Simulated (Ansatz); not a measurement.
# Cl2CoH: the cost of one run

Program: Ansatz 0.2.0, Gaussian basis. Level of theory: def2-SVP, core rule «outside noble gas», up to 19 orbitals frozen. These are calculated values, not measurements.

The runs, in order: UHF; CCSD(T) on UHF; CISD as a restricted active space (open shells left free, so some higher excitations enter); CCSDT(Q) on ROHF; CCSDT(Q) on UHF; CASSCF and MRCISD+Q, 19 electrons in 13 orbitals; CASSCF and NEVPT2, 19 electrons in 13 orbitals.

10 further runs of the same task are left out: 2 for a known fault of the program, 3 that didn't finish, 5 set aside as unsound or not needed. Runs told in other sessions of the task aren't counted.

**1. What is computed**

The geometry is a PBE0/def2-TZVP stationary point (not a proven minimum) of the parent state, kept for this charge and spin.

4 atoms, charge 1, spin multiplicity 4.

Atoms are counted from 1 here; the program's logs count them from 0.

Bond lengths: Co1–Cl2 2.096 Å, Co1–Cl3 2.096 Å, Co1–H4 1.626 Å. Angles: Cl2–Co1–Cl3 128.9°, Cl2–Co1–H4 115.6°, Cl3–Co1–H4 115.6°.

**2. UHF**

Contents of in.yaml:

```yaml
crystal:
  periodic: [false, false, false]
  atoms:
    - {symbol: Co, position_ang: [0.000000, -0.477587, 0.000000]}
    - {symbol: Cl, position_ang: [0.000000, 0.426851, -1.890817]}
    - {symbol: Cl, position_ang: [0.000000, 0.426851, 1.890817]}
    - {symbol: H, position_ang: [0.000000, -2.103857, 0.000000]}
basis:
  gaussian: {orbitals: def2-SVP}
total_charge: 1
magnetization: {spin_polarized: true, initial_magnetization: 3}
hamiltonian: {xc: hf}
output: {orbitals: {seedname: orbitals}}
```

Run with:

```console
$ ansatz run in.yaml --threads 1 --pin off --events-out ev --progress --plain --max-ram 4096MiB --backend cpu
```

Q: Estimate wall time and peak memory on 1 thread of AMD EPYC 7R13, shared host.

About 47 s, with a peak of 0.28 GiB.
